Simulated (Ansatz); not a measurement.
# Be5ZnSe6: the cost of one run

Computed with Ansatz 0.2.0 (DFT PBE, scalar-relativistic, plane waves, PAW, unless a step names another level, unless a step's input says otherwise).

1 further run of the same task is left out (set aside as unsound or not needed). Runs told in other sessions of the task aren't counted.

## Step 1: The starting structure

Symmetry: P31m, No. 157, trigonal system. The conventional cell has a = 6.435 Å, b = 6.435 Å, c = 6.118 Å, α = 90.00°, β = 90.00°, γ = 120.00°. Be (site symmetry m) is surrounded by 4 Se at 2.25 to 2.27 Å. Be (site symmetry 3) is surrounded by 4 Se at 2.22 to 2.27 Å. Zn (site symmetry 3m) is surrounded by 4 Se at 2.45 Å. Se (site symmetry m) has 3 Be at 2.22 to 2.25 Å and 1 Zn at 2.45 Å in its first shell of neighbours. Se (site symmetry 3m) is surrounded by 3 Be at 2.27 Å and 1 Zn at 2.45 Å. Se (site symmetry 3) is surrounded by 4 Be at 2.27 Å.

As a file:

```xyz
12
Lattice="6.4350 0.0000 0.0000 -3.2175 5.5729 0.0000 0.0000 0.0000 6.1184" Properties=species:S:1:pos:R:3 pbc="T T T"
Be    4.2473    0.0000    0.0332
Be    1.0939    1.8946    0.0332
Be   -2.1237    3.6783    0.0332
Be    3.2175    1.8576    3.0874
Be    0.0000    3.7153    3.0874
Zn    0.0000    0.0000    3.1059
Se    4.1301    0.0000    2.2818
Se    1.1525    1.9961    2.2818
Se   -2.0651    3.5768    2.2818
Se    0.0000    0.0000    5.5562
Se    3.2175    1.8576    5.3534
Se    0.0000    3.7153    5.3534
```

It is the end of an earlier relaxation with the same method, from a generated guess; it needn't be the stable form of this composition. At a tolerance of 0.02 Å it has space group P31m (No. 157); it has 18.28 Å³/atom, an uncorrected energy of -0.77 eV/atom over the elements and, on its mesh, gap 2.97 eV.

## Step 2: Elastic constants, atoms relaxed

File input.yaml:

```yaml
crystal:
  lattice:
    - [6.4350191161, -2.89e-08, 0.0]
    - [-3.2175095331, 5.5728900428, 0.0]
    - [0.0, 0.0, 6.1185640448]
  atoms:
    - { symbol: Be, position: [0.6600362772, 0.0, 0.0054076439] }
    - { symbol: Be, position: [0.3399637228, 0.3399637228, 0.0054076439] }
    - { symbol: Be, position: [0.0, 0.6600362772, 0.0054076439] }
    - { symbol: Be, position: [0.6666666667, 0.3333333333, 0.5046370557] }
    - { symbol: Be, position: [0.3333333333, 0.6666666667, 0.5046370557] }
    - { symbol: Zn, position: [0.0, 0.0, 0.5075755031] }
    - { symbol: Se, position: [0.6418069121, 0.0, 0.3729766337] }
    - { symbol: Se, position: [0.3581930879, 0.3581930879, 0.3729766337] }
    - { symbol: Se, position: [0.0, 0.6418069121, 0.3729766337] }
    - { symbol: Se, position: [0.0, 0.0, 0.9080869072] }
    - { symbol: Se, position: [0.6666666667, 0.3333333333, 0.8749553227] }
    - { symbol: Se, position: [0.3333333333, 0.6666666667, 0.8749553227] }
basis:
  ecutwfc: 420
kpoints:
  mp_grid: { grid: [6, 6, 4] }
hamiltonian:
  xc: pbe
scf:
  occupations: { method: fixed }
output:
  forces: true
  stress: true
  eigenvalues: true
  polarization: {}
elastic:
  mode: relaxed_ion
  stencil: two_point
```

On the command line:

```sh
> ansatz run input.yaml --threads 4 --pin off --max-ram 8192MiB --backend cpu --events-out ev --progress --plain --runs-dir out
```

Q: Estimate wall time and peak memory on 4 threads of Arm Neoverse V2, shared host.

About 15 min, with a peak of 1.3 GiB.
